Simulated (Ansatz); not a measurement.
# BrH + FH: molecular dynamics

Aim: follow the two partners and see whether they stay together, part or react. The start is relaxed first. Runs: 250 steps of 0.5 fs under a Langevin thermostat at 1000 K; 250 steps of 0.5 fs under a Langevin thermostat at 50 K. SMILES of the start: F.Br.

All numbers below are computed with Ansatz 0.2.0 (RKS B3LYP/def2-SVP).

## (1) The system as given

Bond lengths: F1–H2 0.933 Å, Br3–H4 1.402 Å.

Coordinates:

```xyz
4

F     0.3959   -0.0574   -1.1577
H     0.9335    0.5048   -1.6727
Br   -0.7977    0.0835    2.0314
H    -0.5318   -0.5309    0.7991
```

## (2) Preparing the start

File input.yaml:

```yaml
crystal:
  periodic: [false, false, false]
  atoms:
    - { symbol: F, position_ang: [0.3959, -0.0574, -1.1577] }
    - { symbol: H, position_ang: [0.9335, 0.5048, -1.6727] }
    - { symbol: Br, position_ang: [-0.7977, 0.0835, 2.0314] }
    - { symbol: H, position_ang: [-0.5318, -0.5309, 0.7991] }
basis:
  gaussian: { orbitals: def2-SVP }
hamiltonian:
  xc: b3lyp
relax:
  f_tol: 0.02
  max_steps: 40
```

On the command line:

```console
> ansatz run input.yaml --threads 1 --pin off --max-ram 2048MiB --backend cpu --events-out ev --progress --plain --runs-dir out
```

The log of the run, shortened:

```text
Warning: RAYON_NUM_THREADS=1 ignored (pool sized by the plan → 1); use --threads N
[...]
Functional definition: B3LYP
[...]
578 factors; integrals over basis functions are off by at most 3.0e-4 eV
[...]
mean field -72785.86418998 eV, -2674.8311729510 hartree, gradient 3.3e-5 eV, S^2 0.000000; 0 other end points of the search recorded, 0 dependent functions left out
[...]
reference -72785.86438046 eV, -2674.8311799512 hartree; 23, 23 occupied and 33, 33 virtual orbitals, 578 factors
relax step   1: F+E_penalty+E_count = -72785.86418998 eV  Δ(F+E_penalty+E_count) = +0.000e0 eV  max|allowed force component| = 6.757e-1 eV/Å  Δτ_max = 0.0000 Å  (21 SCF iters, accepted)
[...]
relax step   6: F+E_penalty+E_count = -72785.95460220 eV  Δ(F+E_penalty+E_count) = -4.516e-3 eV  max|allowed force component| = 6.411e-1 eV/Å  Δτ_max = 0.1351 Å  (26 SCF iters, accepted)
[...]
relax step   7: F+E_penalty+E_count = -72785.96024871 eV  Δ(F+E_penalty+E_count) = -5.647e-3 eV  max|allowed force component| = 9.546e-3 eV/Å  Δτ_max = 0.0329 Å  (22 SCF iters, accepted)
578 factors; integrals over basis functions are off by at most 4.6e-4 eV
[...]
mean field -72785.96024871 eV, -2674.8347030444 hartree, gradient 3.8e-5 eV, S^2 0.000000; 1 other end points of the search recorded, 0 dependent functions left out
[...]
reference -72785.96042849 eV, -2674.8347096509 hartree; 23, 23 occupied and 33, 33 virtual orbitals, 578 factors
Total energy: -72785.96042849 eV, -2674.8347096509 hartree
Atom 0 at     0.341819    -0.272636    -1.247978 Å, force    -0.002452    -0.002039     0.003826 eV/Å
Atom 1 at     0.809549     0.525541    -1.323622 Å, force    -0.000351     0.000998     0.002159 eV/Å
Atom 2 at    -0.774255    -0.000641     1.964061 Å, force     0.002858    -0.001958    -0.009546 eV/Å
Atom 3 at    -0.377212    -0.252264     0.607638 Å, force    -0.000055     0.002999     0.003560 eV/Å
Dipole moment:     0.302179     0.279833    -0.377056 e Å
```

Wall time 8.3 s (1 thread of an Arm CPU, shared host); peak memory 0.1 GiB.

Step by step:

```csv
step,energy from step 1 (eV),largest force component (eV/Å)
1,0.0000,0.6757
2x,0.0441,2.2946
3,-0.0369,0.4537
4,-0.0628,0.3184
5,-0.0859,0.3310
6,-0.0904,0.6411
7,-0.0961,0.0095
```

Step 1 is the start. 1 step was tried and not accepted (marked x).

After: Bond lengths: F1–H2 0.928 Å, Br3–H4 1.436 Å.

## (3) Run 1

250 steps of 0.5 fs under a Langevin thermostat at 1000 K, from the relaxed start.

File input.yaml:

```yaml
crystal:
  periodic: [false, false, false]
  atoms:
    - { symbol: F, position_ang: [0.341819, -0.272636, -1.247978] }
    - { symbol: H, position_ang: [0.809549, 0.525541, -1.323622] }
    - { symbol: Br, position_ang: [-0.774255, -0.000641, 1.964061] }
    - { symbol: H, position_ang: [-0.377212, -0.252264, 0.607638] }
basis:
  gaussian: { orbitals: def2-SVP }
hamiltonian:
  xc: b3lyp
md:
  timestep: 0.5
  n_steps: 250
  ensemble: nvt_langevin
  temperature: 1000.0
  initial_velocities: maxwell_boltzmann
  seed: 855877
  friction: 0.005
```

On the command line:

```console
> ansatz run input.yaml --threads 1 --pin off --max-ram 2048MiB --backend cpu --events-out ev --progress --plain --runs-dir out
```

The log of the run, shortened:

```text
Warning: RAYON_NUM_THREADS=1 ignored (pool sized by the plan → 1); use --threads N
[...]
[... 1 set-up line as earlier in the session ...]
[...]
577 factors; integrals over basis functions are off by at most 3.4e-4 eV
[...]
mean field -72785.96024821 eV, -2674.8347030258 hartree, gradient 4.9e-5 eV, S^2 0.000000; 0 other end points of the search recorded, 0 dependent functions left out
[...]
reference -72785.96042813 eV, -2674.8347096378 hartree; 23, 23 occupied and 33, 33 virtual orbitals, 577 factors
md step     0: t =     0.00 fs  T =   750.0 K  F+E_penalty+E_count = -72785.96024821 eV  E_kin = 0.387780 eV  (20 SCF iters)
[...]
md step    30: t =    15.00 fs  T =   689.9 K  F+E_penalty+E_count = -72785.92804538 eV  E_kin = 0.356727 eV  (23 SCF iters)
[...]
md step    60: t =    30.00 fs  T =   799.7 K  F+E_penalty+E_count = -72785.88871261 eV  E_kin = 0.413476 eV  (23 SCF iters)
[...]
md step    90: t =    45.00 fs  T =  1166.8 K  F+E_penalty+E_count = -72785.91835306 eV  E_kin = 0.603283 eV  (23 SCF iters)
[...]
md step   120: t =    60.00 fs  T =   771.3 K  F+E_penalty+E_count = -72785.76480529 eV  E_kin = 0.398818 eV  (23 SCF iters)
md step   121: t =    60.50 fs  T =   710.9 K  F+E_penalty+E_count = -72785.76247076 eV  E_kin = 0.367587 eV  (23 SCF iters)
md step   122: t =    61.00 fs  T =   701.7 K  F+E_penalty+E_count = -72785.75928921 eV  E_kin = 0.362794 eV  (23 SCF iters)
```

## (4) The log goes on: dynamics from the start

The log, continued, shortened:

```text
md step   123: t =    61.50 fs  T =   720.9 K  F+E_penalty+E_count = -72785.75465272 eV  E_kin = 0.372711 eV  (23 SCF iters)
[...]
md step   155: t =    77.50 fs  T =   670.4 K  F+E_penalty+E_count = -72785.88110179 eV  E_kin = 0.346609 eV  (22 SCF iters)
[...]
md step   187: t =    93.50 fs  T =   580.9 K  F+E_penalty+E_count = -72785.87846814 eV  E_kin = 0.300336 eV  (23 SCF iters)
[...]
md step   219: t =   109.50 fs  T =   310.2 K  F+E_penalty+E_count = -72785.83940588 eV  E_kin = 0.160385 eV  (23 SCF iters)
[...]
md step   249: t =   124.50 fs  T =   650.7 K  F+E_penalty+E_count = -72785.90287208 eV  E_kin = 0.336432 eV  (23 SCF iters)
[...]
md step   250: t =   125.00 fs  T =   618.7 K  F+E_penalty+E_count = -72785.89605568 eV  E_kin = 0.319912 eV  (22 SCF iters)
Total energy: -72785.89624133 eV, -2674.8323508165 hartree
Atom 0 at     0.980388     0.963755    -0.971195 Å, force    -0.029309     0.300836     0.705175 eV/Å
Atom 1 at     1.133510     0.772244    -1.851972 Å, force     0.090376    -0.222173    -0.799099 eV/Å
Atom 2 at    -0.802986    -0.296683     1.505117 Å, force     0.288835     0.364181    -0.720571 eV/Å
Atom 3 at    -0.212669     0.317246     0.299715 Å, force    -0.349903    -0.442845     0.814495 eV/Å
Dipole moment:     0.250646     0.079796    -0.689027 e Å
```

Wall time 3.9 min (1 thread of an Arm CPU, shared host); peak memory 0.1 GiB.

## (5) Frames and traces

The trajectory, every 13 steps (energies from step 0):

```csv
time (fs),T (K),potential energy change (meV/atom),closest contact of the partners (Å)
0.0,750,0.0,1.99
6.5,630,3.6,2.00
13.0,546,6.4,2.07
19.5,857,11.0,2.15
26.0,808,13.6,2.23
32.5,925,15.9,2.26
39.0,1027,22.5,2.29
45.5,1162,13.6,2.20
52.0,940,25.3,2.01
58.5,839,42.9,1.76
65.0,678,50.2,1.73
71.5,503,46.3,1.79
78.0,667,20.5,2.00
84.5,695,13.3,1.93
91.0,646,13.4,1.90
97.5,527,26.8,1.93
104.0,416,28.4,1.85
110.5,309,26.0,1.88
117.0,453,20.0,1.85
123.5,655,11.0,1.88
125.0,619,16.0,1.86
```

time (fs), T (K) and a bar:
```
      0.0        750 #################
      5.5        641 #############
     11.0        591 ###########
     16.5        788 ###################
     21.5        742 #################
     27.0        729 ################
     32.5        925 ########################
     38.0       1058 #############################
     43.5       1083 ##############################
     49.0       1064 #############################
     54.5        991 ##########################
     60.0        771 ##################
     65.0        678 ##############
     70.5        480 #######
     76.0        551 #########
     81.5        622 ############
     87.0        678 ##############
     92.5        626 ############
     98.0        497 #######
    103.5        432 #####
    108.5        307 
    114.0        306 
    119.5        378 ###
    125.0        619 ############
```

## (6) Frames from the trajectory

Extended XYZ, with forces in eV/Å:

```xyz
4
time_fs=15.5 T=698 dE=0.0337
F     0.451   -0.088   -1.195    0.108    0.250    0.011
H     1.005    0.645   -1.037   -0.169   -0.245   -0.019
Br   -0.777   -0.045    1.939   -0.067    0.027    0.083
H    -0.790   -0.111    0.511    0.128   -0.032   -0.075
4
time_fs=31.0 T=817 dE=0.0704
F     0.570    0.120   -1.135    0.926    0.524    0.686
H     1.280    0.478   -0.610   -1.010   -0.521   -0.679
Br   -0.785   -0.096    1.901   -0.060    0.028   -0.025
H    -1.010    0.039    0.492    0.143   -0.030    0.019
4
time_fs=47.0 T=936 dE=0.0952
F     0.689    0.371   -1.085    0.877   -0.937    1.446
H     1.172   -0.059   -0.367   -0.896    0.902   -1.417
Br   -0.799   -0.142    1.838   -0.045   -0.020   -0.692
H    -0.862   -0.074    0.379    0.064    0.055    0.663
4
time_fs=62.5 T=667 dE=0.2131
F     0.792    0.560   -1.049   -0.023   -1.251    0.593
H     0.870   -0.265   -0.580    0.325    1.123   -0.757
Br   -0.801   -0.186    1.745    0.039   -0.122   -0.339
H    -0.572   -0.139    0.318   -0.341    0.249    0.503
4
time_fs=78.0 T=667 dE=0.0820
F     0.850    0.688   -1.018    0.254   -0.989    0.062
H     1.172   -0.191   -0.880   -0.174    0.916   -0.179
Br   -0.786   -0.209    1.667   -0.119   -0.155    0.281
H    -0.522    0.054    0.294    0.040    0.229   -0.165
4
time_fs=94.0 T=553 dE=0.0894
F     0.873    0.772   -0.957   -0.308    0.481   -0.036
H     1.546    0.240   -1.284    0.365   -0.365   -0.131
Br   -0.769   -0.236    1.585   -0.388   -0.586    1.046
H    -0.444    0.468    0.431    0.331    0.471   -0.879
4
time_fs=109.5 T=310 dE=0.1208
F     0.921    0.847   -0.910   -0.042    0.296    0.109
H     1.405    0.571   -1.643    0.174   -0.161   -0.295
Br   -0.781   -0.256    1.520   -0.550   -0.717    0.964
H    -0.269    0.585    0.542    0.418    0.583   -0.778
4
time_fs=125.0 T=619 dE=0.0642
F     0.980    0.964   -0.971   -0.029    0.301    0.705
H     1.133    0.772   -1.852    0.090   -0.222   -0.799
Br   -0.803   -0.297    1.505    0.289    0.364   -0.721
H    -0.213    0.317    0.300   -0.350   -0.443    0.815
```

On run 1: Against a set 1000 K the second half averages 529 K with a spread of 122 K; 28 meV/atom has gone into potential energy, and a thermostat that acts over some 200 fs has not made it up in 125 fs. The bonds all hold. The partners' closest contact goes from 1.99 to 1.86 Å: they stay in touch over this short run.

## (7) Run 2

250 steps of 0.5 fs under a Langevin thermostat at 50 K, starting from the last frame of an earlier run, with new velocities.

File input.yaml:

```yaml
crystal:
  periodic: [false, false, false]
  atoms:
    - { symbol: F, position_ang: [0.980388, 0.963755, -0.971195] }
    - { symbol: H, position_ang: [1.13351, 0.772244, -1.851972] }
    - { symbol: Br, position_ang: [-0.802986, -0.296683, 1.505117] }
    - { symbol: H, position_ang: [-0.212669, 0.317246, 0.299715] }
basis:
  gaussian: { orbitals: def2-SVP }
hamiltonian:
  xc: b3lyp
md:
  timestep: 0.5
  n_steps: 250
  ensemble: nvt_langevin
  temperature: 50.0
  initial_velocities: maxwell_boltzmann
  seed: 658886
  friction: 0.01
```

On the command line:

```console
> ansatz run input.yaml --threads 1 --pin off --max-ram 2048MiB --backend cpu --events-out ev --progress --plain --runs-dir out
```

The log of the run, shortened:

```text
Warning: RAYON_NUM_THREADS=1 ignored (pool sized by the plan → 1); use --threads N
[...]
[... 1 set-up line as earlier in the session ...]
[...]
576 factors; integrals over basis functions are off by at most 3.2e-4 eV
[...]
mean field -72785.89605652 eV, -2674.8323440247 hartree, gradient 3.1e-5 eV, S^2 0.000000; 0 other end points of the search recorded, 0 dependent functions left out
[...]
reference -72785.89624229 eV, -2674.8323508516 hartree; 23, 23 occupied and 33, 33 virtual orbitals, 576 factors
md step     0: t =     0.00 fs  T =    37.5 K  F+E_penalty+E_count = -72785.89605652 eV  E_kin = 0.019389 eV  (21 SCF iters)
[...]
md step    30: t =    15.00 fs  T =    95.7 K  F+E_penalty+E_count = -72785.91366203 eV  E_kin = 0.049467 eV  (24 SCF iters)
[...]
md step    60: t =    30.00 fs  T =   111.4 K  F+E_penalty+E_count = -72785.92313423 eV  E_kin = 0.057602 eV  (22 SCF iters)
[...]
md step    90: t =    45.00 fs  T =    93.6 K  F+E_penalty+E_count = -72785.93600569 eV  E_kin = 0.048396 eV  (22 SCF iters)
[...]
md step   120: t =    60.00 fs  T =   132.6 K  F+E_penalty+E_count = -72785.95524237 eV  E_kin = 0.068549 eV  (24 SCF iters)
md step   121: t =    60.50 fs  T =   119.5 K  F+E_penalty+E_count = -72785.95352358 eV  E_kin = 0.061773 eV  (24 SCF iters)
md step   122: t =    61.00 fs  T =   110.0 K  F+E_penalty+E_count = -72785.94964781 eV  E_kin = 0.056855 eV  (23 SCF iters)
```

## (8) The log goes on: dynamics from the last frame of an earlier run

The log, continued, shortened:

```text
md step   123: t =    61.50 fs  T =    96.5 K  F+E_penalty+E_count = -72785.94490713 eV  E_kin = 0.049917 eV  (23 SCF iters)
[...]
md step   155: t =    77.50 fs  T =    46.3 K  F+E_penalty+E_count = -72785.93804229 eV  E_kin = 0.023923 eV  (22 SCF iters)
[...]
md step   187: t =    93.50 fs  T =    21.3 K  F+E_penalty+E_count = -72785.93636257 eV  E_kin = 0.011026 eV  (21 SCF iters)
[...]
md step   219: t =   109.50 fs  T =    36.6 K  F+E_penalty+E_count = -72785.93691955 eV  E_kin = 0.018902 eV  (22 SCF iters)
[...]
md step   249: t =   124.50 fs  T =    73.9 K  F+E_penalty+E_count = -72785.94681500 eV  E_kin = 0.038187 eV  (23 SCF iters)
[...]
md step   250: t =   125.00 fs  T =    74.4 K  F+E_penalty+E_count = -72785.94869951 eV  E_kin = 0.038457 eV  (21 SCF iters)
Total energy: -72785.94887424 eV, -2674.8342850404 hartree
Atom 0 at     0.908162     0.922084    -1.119465 Å, force     0.039333     0.002409     0.024476 eV/Å
Atom 1 at     0.285837     0.394818    -1.561976 Å, force    -0.017380    -0.001591    -0.012504 eV/Å
Atom 2 at    -0.728422    -0.256911     1.546544 Å, force    -0.057079    -0.055782     0.095599 eV/Å
Atom 3 at     0.265449     0.366854     0.729340 Å, force     0.035126     0.054964    -0.107571 eV/Å
Dipole moment:    -0.046823    -0.079151    -0.390239 e Å
```

Run time: 3.9 min. Hardware: 1 thread of an Arm CPU, shared host; peak memory 0.1 GiB.

## (9) The trajectory

One step in 10; energies are changes from step 0:

```csv
time (fs),T (K),potential energy change (meV/atom),closest contact of the partners (Å)
0.0,38,0.0,1.86
5.0,67,-1.2,1.92
10.0,85,-5.0,1.87
15.0,96,-4.4,1.85
20.0,73,-1.8,1.89
25.0,76,-0.6,1.81
30.0,111,-6.8,1.87
35.0,112,-11.0,1.85
40.0,112,-11.0,1.85
45.0,94,-10.0,1.92
50.0,95,-11.0,1.88
55.0,130,-13.5,1.94
60.0,133,-14.8,1.94
65.0,98,-12.8,1.94
70.0,73,-10.3,2.01
75.0,56,-10.3,1.99
80.0,50,-12.4,2.06
85.0,37,-11.3,2.10
90.0,12,-8.9,2.10
95.0,14,-8.8,2.14
100.0,24,-11.0,2.12
105.0,29,-10.7,2.12
110.0,32,-9.8,2.12
115.0,47,-10.1,2.08
120.0,58,-11.4,2.07
125.0,74,-13.2,2.03
```

time (fs), T (K) and a bar:
```
      0.0         38 #####
      5.5         59 ###########
     11.0         76 ###############
     16.5         87 ##################
     21.5        104 #######################
     27.0        104 #######################
     32.5         91 ###################
     38.0         82 #################
     43.5        111 ########################
     49.0        109 ########################
     54.5        126 ############################
     60.0        133 ##############################
     65.0         98 #####################
     70.5         76 ###############
     76.0         51 #########
     81.5         34 ####
     87.0         33 ####
     92.5         29 ###
     98.0         16 
    103.5         19 #
    108.5         38 ######
    114.0         52 #########
    119.5         53 #########
    125.0         74 ###############
```

## (10) Positions and forces

Positions (Å) and forces (eV/Å):

```xyz
4
time_fs=15.5 T=96 dE=-0.0184
F     0.932    0.939   -0.989    0.050    0.243    0.413
H     1.099    0.783   -1.879    0.042   -0.144   -0.518
Br   -0.793   -0.288    1.516   -0.029    0.027   -0.007
H    -0.164    0.351    0.394   -0.062   -0.125    0.112
4
time_fs=31.0 T=94 dE=-0.0222
F     0.898    0.934   -1.016    0.126    0.104   -0.168
H     0.891    0.640   -1.897   -0.044   -0.026    0.079
Br   -0.778   -0.277    1.529   -0.544   -0.430    0.819
H    -0.077    0.298    0.467    0.462    0.352   -0.729
4
time_fs=47.0 T=125 dE=-0.0576
F     0.897    0.936   -1.074   -0.053   -0.129   -0.348
H     0.615    0.485   -1.842    0.092    0.153    0.281
Br   -0.767   -0.272    1.544   -0.113   -0.090    0.150
H    -0.019    0.273    0.455    0.074    0.065   -0.083
4
time_fs=62.5 T=88 dE=-0.0430
F     0.901    0.921   -1.131   -0.488   -0.521   -0.473
H     0.366    0.366   -1.676    0.486    0.502    0.420
Br   -0.747   -0.269    1.557    0.340    0.217   -0.439
H     0.088    0.304    0.501   -0.338   -0.198    0.492
4
time_fs=78.0 T=46 dE=-0.0421
F     0.907    0.902   -1.175   -0.601   -0.490   -0.199
H     0.228    0.343   -1.513    0.570    0.465    0.200
Br   -0.734   -0.261    1.570    0.273    0.201   -0.282
H     0.161    0.402    0.637   -0.241   -0.176    0.281
4
time_fs=94.0 T=19 dE=-0.0372
F     0.915    0.905   -1.192   -0.655   -0.497   -0.119
H     0.203    0.344   -1.449    0.620    0.478    0.166
Br   -0.730   -0.262    1.571   -0.138   -0.102    0.127
H     0.187    0.472    0.767    0.174    0.122   -0.175
4
time_fs=109.5 T=37 dE=-0.0409
F     0.913    0.913   -1.172   -0.493   -0.395   -0.106
H     0.219    0.346   -1.453    0.471    0.381    0.152
Br   -0.729   -0.260    1.559   -0.181   -0.137    0.166
H     0.217    0.466    0.785    0.203    0.150   -0.211
4
time_fs=125.0 T=74 dE=-0.0526
F     0.908    0.922   -1.119    0.039    0.002    0.025
H     0.286    0.395   -1.562   -0.017   -0.002   -0.013
Br   -0.728   -0.257    1.546   -0.057   -0.056    0.096
H     0.265    0.367    0.729    0.035    0.055   -0.108
```

On run 2: Against a set 50 K the second half averages 47 K with a spread of 27 K. No bond forms or breaks. The partners' closest contact goes from 1.86 to 2.03 Å: they stay in touch over this short run.

## (11) Results

| quantity | value |
| --- | --- |
| relaxation of the start | 5 moves, 0.096 eV lower |
| run 1: length | 250 steps of 0.5 fs |
| run 1: temperature, first and last step | 750 and 619 K |
| run 1: temperature, second half | mean 529 K, from 278 to 733 K |
| run 1: potential energy, second half | +28 meV/atom from this run's first step |
| run 1: bonds formed or broken | 0 |
| run 2: length | 250 steps of 0.5 fs |
| run 2: temperature, first and last step | 38 and 74 K |
| run 2: temperature, second half | mean 47 K, from 11 to 108 K |
| run 2: potential energy, second half | -11 meV/atom from this run's first step |
| run 2: bonds formed or broken | 0 |

**Reading.** Mean temperatures of the second halves: 529 K, 47 K. No bond formed or broke in any run. In the last run: the partners' closest contact goes from 1.86 to 2.03 Å: they stay in touch over this short run. A run of 125 fs with 4 atoms shows the motion but fixes no equilibrium value. The nuclei move classically, without zero-point motion, which matters most for hydrogen.
